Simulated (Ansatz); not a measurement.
GaGe:

```
Ge Ga
1.0
     0.00000    2.89784    2.89784
     2.89784    0.00000    2.89784
     2.89784    2.89784    0.00000
Ge Ga
1 1
Direct
  0.00000 0.00000 0.00000
  0.25000 0.25000 0.25000
```

The cell comes from a database or a generator and needn't be the stable form of this composition.

Base run:

| Item | Value |
| --- | --- |
| Program | Ansatz 0.2.0 |
| Functional | PBE |
| Potentials or basis | all-electron LAPW, scalar-relativistic |
| Cutoff | 300 eV (chosen from the basis error) |
| Basis error allowed | 0.001 eV/atom |
| k mesh | 8 × 8 × 8 |
| Occupations | fermi-dirac, width 0.05 eV |
| Spin | no spin polarisation |

Its results: pressure 0.2 GPa.

**Question.** The run is repeated on the same cell with these changes: functional from PBE to PBEsol. What comes out?

**Answer.** Pressure -2.4 GPa.

PBEsol binds more tightly than PBE, so the same cell stands under less pressure.
